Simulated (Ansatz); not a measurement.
Run this with the Python package of Ansatz (0.2.0) and show what comes out.

`scan_ch6geosn.py`
```python
# -*- coding: utf-8 -*-
"""Potential curve of CH6GeOSn along one bond."""

import ansatz as az
from ase import Atoms
import numpy as np

BASIS_SET = "def2-SVP"
FUNCTIONAL = "CAM-B3LYP"


def main():
    atoms = Atoms(["Sn", "Ge", "C", "O", "H", "H", "H", "H", "H", "H"], positions=[
        (-1.207, 1.0573, -0.9183),
        (-0.282, -0.7677, 0.5816),
        (1.5766, -0.6357, 0.9195),
        (1.3733, -1.3364, -0.1804),
        (-1.37, 0.5083, -2.5931),
        (-2.8463, 1.5653, -0.3532),
        (-0.1719, 2.4993, -0.8771),
        (-1.0654, -2.013, 0.9219),
        (1.9955, -1.2678, 1.7911),
        (2.0801, 0.3392, 0.711),
    ])
    system = az.Crystal.molecule_from_ase(atoms)

    symbols = [site.symbol for site in system.cartesian_sites]
    start = np.array([site.position_ang for site in system.cartesian_sites])
    axis = (start[5] - start[0]) / np.linalg.norm(start[5] - start[0])
    moving = [5]
    lengths, energies = [1.59, 1.662, 1.735, 1.807, 1.879, 1.951, 2.024, 2.132], []
    for length in lengths:
        xyz = start.copy()
        xyz[moving] += (length - np.linalg.norm(start[5] - start[0])) * axis
        point = az.Crystal.molecule()
        for symbol, place in zip(symbols, xyz):
            point = point.atom(symbol, place.tolist())
        setup = point.calculation().basis(gaussian=BASIS_SET).functional(FUNCTIONAL).accuracy("medium")
        summary = setup.run(threads=1, backend="cpu").report
        energies.append(summary["free_energy_ev"])
        print(f"r = {length:6.3f} A  E = {energies[-1]:.5f} eV  <S^2> = {abs(summary['mean_field']['state']['spin_squared']):.3f}")

    # quartic fit about the minimum
    fit = np.polynomial.Polynomial.fit(lengths, np.array(energies) - min(energies), 4).convert()
    roots = [r.real for r in fit.deriv().roots() if abs(r.imag) < 1e-9 and fit.deriv(2)(r.real) > 0]
    r_e = min(roots, key=lambda r: abs(r - lengths[int(np.argmin(energies))]))
    print(f"minimum of the fit at {r_e:.4f} A, force constant {fit.deriv(2)(r_e):.2f} eV/A^2")


if __name__ == "__main__":
    main()
```

```console
$ python scan_ch6geosn.py
r =  1.590 A  E = -65521.05455 eV  <S^2> = 0.000
r =  1.662 A  E = -65521.15766 eV  <S^2> = 0.000
r =  1.735 A  E = -65521.17246 eV  <S^2> = 0.000
r =  1.807 A  E = -65521.12038 eV  <S^2> = 0.000
r =  1.879 A  E = -65521.01891 eV  <S^2> = 0.000
r =  1.951 A  E = -65520.88115 eV  <S^2> = 0.000
r =  2.024 A  E = -65520.71489 eV  <S^2> = 0.000
r =  2.132 A  E = -65520.43677 eV  <S^2> = 0.000
minimum of the fit at 1.7123 A, force constant 13.96 eV/A^2
```

What to keep in mind:
- These settings explore the input space; basis and method may be short of convergence.
- The rest of the molecule is held rigid at a force-field or estimated start geometry, and the basis set is modest; single-reference methods fail as a bond breaks.
- def2 sets replace the cores of elements past krypton by effective core potentials.
- The orbitals are restricted, so S² is zero by construction.
- It ran for 18 s on 1 thread of AMD EPYC 9R45 96-Core Processor (Zen 5), on a shared host, peak memory 0.41 GiB.
